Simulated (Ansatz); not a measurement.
# CH4NSb: the cost of one run

All numbers below are computed with Ansatz 0.2.0 (RKS B3LYP-D4/def2-SVP).

## (1) The system as given

Bond lengths: C1–N2 1.246 Å, N2–Sb3 2.087 Å, C1–H4 1.088 Å, C1–H5 1.095 Å, Sb3–H6 1.710 Å, Sb3–H7 1.710 Å. Angles: C1–N2–Sb3 119.8°, N2–C1–H4 118.5°, N2–C1–H5 125.8°, H4–C1–H5 115.6°, N2–Sb3–H6 92.8°, N2–Sb3–H7 92.9°, H6–Sb3–H7 86.7°.

As a file:

```xyz
7

C    -0.8804   -0.4300   -0.6733
N    -0.4914   -0.9060    0.4110
Sb    1.0938   -0.0087    1.4302
H    -1.7115   -0.9119   -1.1841
H    -0.4580    0.4458   -1.1772
H     0.4624    1.5633    1.2000
H     1.9852    0.2475   -0.0066
```

## (2) End point A

The input, input.yaml:

```yaml
crystal:
  periodic: [false, false, false]
  atoms:
    - { symbol: C, position_ang: [-0.88037, -0.42998, -0.67331] }
    - { symbol: "N", position_ang: [-0.49142, -0.90604, 0.41101] }
    - { symbol: Sb, position_ang: [1.0938, -0.00868, 1.43019] }
    - { symbol: H, position_ang: [-1.71152, -0.91188, -1.1841] }
    - { symbol: H, position_ang: [-0.45802, 0.44578, -1.17722] }
    - { symbol: H, position_ang: [0.46237, 1.56333, 1.20003] }
    - { symbol: H, position_ang: [1.98516, 0.24747, -0.0066] }
basis:
  gaussian: { orbitals: def2-SVP }
hamiltonian:
  xc: b3lyp
  dispersion: d4
relax:
  f_tol: 0.02
  max_steps: 50
```

Launch:

```
$ ansatz run input.yaml --threads 1 --pin off --max-ram 2048MiB --backend cpu --events-out ev --progress --plain --runs-dir out
```

Q: Estimate wall time and peak memory on 1 thread of Intel Xeon Platinum 8488C (Sapphire Rapids), shared host.

About 40 s, with a peak of 0.19 GiB.
